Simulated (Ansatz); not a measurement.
# TiI2F2: up Jacob's ladder to CCSD(T)

An exercise on one series of results from a longer session: the logs are not shown, and one member is left open.

Computed with Ansatz 0.2.0, Gaussian basis. Level: functionals in def2-TZVPP, the program's frozen cores in correlated methods.

Levels to be run: LDA (SPW92), PBE-D4, revPBE-D4, BLYP-D4, r2SCAN-D4, B97M-V, PBE0-D4, B3LYP-D4, r2SCANh-D4, r2SCAN0-D4, HSE06-D4, BHLYP-D4, CAM-B3LYP-D4, LC-ωPBE, ωB97X-V, ωB97M-V, B2PLYP, PBE-QIDH; CCSD(T)/def2-SVP; CCSD(T)/def2-TZVPP; MP2/def2-QZVPP; extrapolation to the limit; RPA on PBE.

**Structure used throughout**

All runs share one geometry, relaxed beforehand with PBE0-D4 in a triple-zeta def2 set. I takes the def2 core potential; no spin-orbit term is included.

SMILES `[F][Ti]([F])([I])[I]`, 5 atoms, charge 0, spin multiplicity 1.

Atoms are counted from 1 here; the program's logs count them from 0.

Bond lengths: F1–Ti2 1.734 Å, Ti2–F3 1.734 Å, Ti2–I4 2.540 Å, Ti2–I5 2.540 Å. Angles: F1–Ti2–F3 110.0°, F1–Ti2–I4 109.5°, F1–Ti2–I5 109.5°, F3–Ti2–I4 109.5°, F3–Ti2–I5 109.5°, I4–Ti2–I5 108.9°.

The first run:

File in.yaml:

```yaml
crystal:
  periodic: [false, false, false]
  atoms:
    - {symbol: F, position_ang: [0.158790, -0.427797, 1.789817]}
    - {symbol: Ti, position_ang: [0.135315, -0.130037, 0.082193]}
    - {symbol: F, position_ang: [1.404333, -1.021514, -0.692440]}
    - {symbol: I, position_ang: [-2.106982, -0.846134, -0.871659]}
    - {symbol: I, position_ang: [0.458443, 2.351883, -0.349312]}
basis:
  gaussian: {orbitals: def2-TZVPP}
hamiltonian: {xc: lda}
output: {orbitals: {seedname: orbitals}}
```

On the command line:

```sh
$ ansatz run in.yaml --threads 4 --pin off --events-out ev --progress --plain --max-ram 11315MiB
```

Among the steps run: LDA; PBE-D4 (GGA); revPBE-D4 (GGA); BLYP-D4 (GGA); r2SCAN-D4 (meta-GGA); B97M-V (meta-GGA); B3LYP-D4 (hybrid); r2SCANh-D4 (hybrid); r2SCAN0-D4 (hybrid); HSE06-D4 (hybrid); BHLYP-D4 (hybrid); CAM-B3LYP-D4 (range-separated); LC-ωPBE (range-separated); ωB97X-V (range-separated); ωB97M-V (range-separated); B2PLYP (double hybrid); PBE-QIDH (double hybrid).

One table of the session follows, with a row left open; its other results are not shown here.

It belongs to the step «Frontier levels by functional». 

| functional | HOMO (eV) | LUMO (eV) | gap (eV) |
| --- | --- | --- | --- |
| LDA (SPW92) | -7.19 | -4.62 | 2.57 |
| PBE-D4 | -7.00 | -4.38 | 2.62 |
| revPBE-D4 | -6.93 | -4.30 | 2.63 |
| BLYP-D4 | -6.81 | -4.25 | 2.56 |
| r2SCAN-D4 | -7.31 | -4.41 | 2.90 |
| B97M-V | -7.25 | -4.34 | 2.92 |
| PBE0-D4 | -8.09 | -3.68 | 4.41 |
| B3LYP-D4 | -7.85 | -3.87 | 3.98 |
| r2SCANh-D4 | -7.71 | -4.13 | 3.58 |
| r2SCAN0-D4 | -8.30 | -3.68 | 4.62 |
| HSE06-D4 | ? | ? | ? |
| BHLYP-D4 | -9.02 | -2.76 | 6.26 |
| CAM-B3LYP-D4 | -9.26 | -2.70 | 6.56 |
| LC-ωPBE | -10.51 | -1.73 | 8.78 |
| ωB97X-V | -10.20 | -1.70 | 8.50 |
| ωB97M-V | -10.09 | -1.71 | 8.38 |

**Question.** Estimate the row for HSE06-D4.

The run gave: HOMO (eV): -7.71; LUMO (eV): -4.05; gap (eV): 3.66.
